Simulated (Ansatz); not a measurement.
# RbBa3, space group Fm-3m: a scan of the energy under strain

With the Ansatz DFT code, driven from Python.

Run as a notebook:

In [1]:
```python
import ansatz as az
import numpy as np
```

In [2]:
```python
SMEARING_WIDTH = 0.02
XC = "r2SCAN"
MESH = (6, 6, 6)
```

In [3]:
```python
vectors0 = np.array([
    [0.0, 5.181155, 5.181155],
    [5.181155, 0.0, 5.181155],
    [5.181155, 5.181155, 0.0],
])
sites = [
    ("Rb", (0.0, 0.0, 0.0)),
    ("Ba", (0.25, 0.25, 0.25)),
    ("Ba", (0.75, 0.75, 0.75)),
    ("Ba", (0.5, 0.5, 0.5)),
]
```

In [4]:
```python
def make_crystal(cell):
    crystal = az.Crystal(lattice=az.Lattice.of(cell))
    for symbol, position in sites:
        crystal = crystal.atom(symbol, position)
    return crystal

values = np.linspace(-0.03, 0.03, 5)
energies = []
for d in values:
    strain = np.diag([d, d, 0])
    cell = vectors0 @ (np.eye(3) + strain)
    setup = make_crystal(cell).calculation()
    setup = setup.occupations(az.OccupationsMethod.COLD, width=SMEARING_WIDTH)
    setup = setup.functional(XC).basis(28 * az.Ry, density_ratio=6)
    setup = setup.accuracy("low")
    setup = setup.scf(self_checks="high")
    setup = setup.kpoints(*MESH)
    data = setup.run(threads=1, backend="cpu").report
    energies.append(data["free_energy_ev"] / len(sites))
    print(f"d = {d:+.4f}  F = {energies[-1]:.5f} eV/atom")
energies = np.array(energies)
```
```text
DeckWarning: basis.ecutwfc = 380.959407443832 eV is below the records' recommended 500 eV, and the density's cutoff is lower with it unless basis.ecutrho_ratio is high enough to keep the records' density cutoff: compare with a run at a higher cutoff
d = -0.0300  F = -5292.67984 eV/atom
d = -0.0150  F = -5292.68571 eV/atom
d = +0.0000  F = -5292.68902 eV/atom
d = +0.0150  F = -5292.68973 eV/atom
d = +0.0300  F = -5292.68837 eV/atom
```

In [5]:
```python
for value, e in zip(values, energies):
    print(f"strain {value:7.3f}   E - Emin = {1000 * (e - energies.min()):9.3f} meV/atom")
np.savetxt("strain.csv", np.column_stack([values, energies]), fmt="%.6f", delimiter=",", header="strain,energy_eV_per_atom")
curvature = 2 * np.polyfit(values, energies, 3)[1]
volume = abs(np.linalg.det(vectors0)) / len(sites)
print(f"d2E/dd2 over the volume: {curvature / volume * 160.21766:.1f} GPa")
```
```text
strain  -0.030   E - Emin =     9.891 meV/atom
strain  -0.015   E - Emin =     4.025 meV/atom
strain   0.000   E - Emin =     0.711 meV/atom
strain   0.015   E - Emin =     0.000 meV/atom
strain   0.030   E - Emin =     1.366 meV/atom
d2E/dd2 over the volume: 25.0 GPa
```

`strain.csv`, as written:
```csv
# strain,energy_eV_per_atom
-0.030000,-5292.679843
-0.015000,-5292.685710
0.000000,-5292.689024
0.015000,-5292.689734
0.030000,-5292.688368
```

Against the unstrained cell the energy per atom changes by +9.18 meV at one end of the scan and +0.66 meV at the other, and its second derivative over the volume is 25.0 GPa.

The settings weren't tested for convergence. The cutoff lies under the one recommended for these potentials. Under the recommended cutoff a pressure can be off by several GPa, even in sign. The curvature belongs to this strain pattern and to the cell's stress; it equals a single elastic constant only for simple patterns. In a metal a curvature from energy changes of a few meV or less hangs on mesh and smearing, in size and even in sign. The structure comes from a database of computed cells and needn't be a stable or known phase. Warnings are shown shortened and without file and line. The ions keep their fractional positions (clamped ions). Finished in 83 s on 1 thread of Arm Neoverse V1 (shared host), peak memory 0.91 GiB.
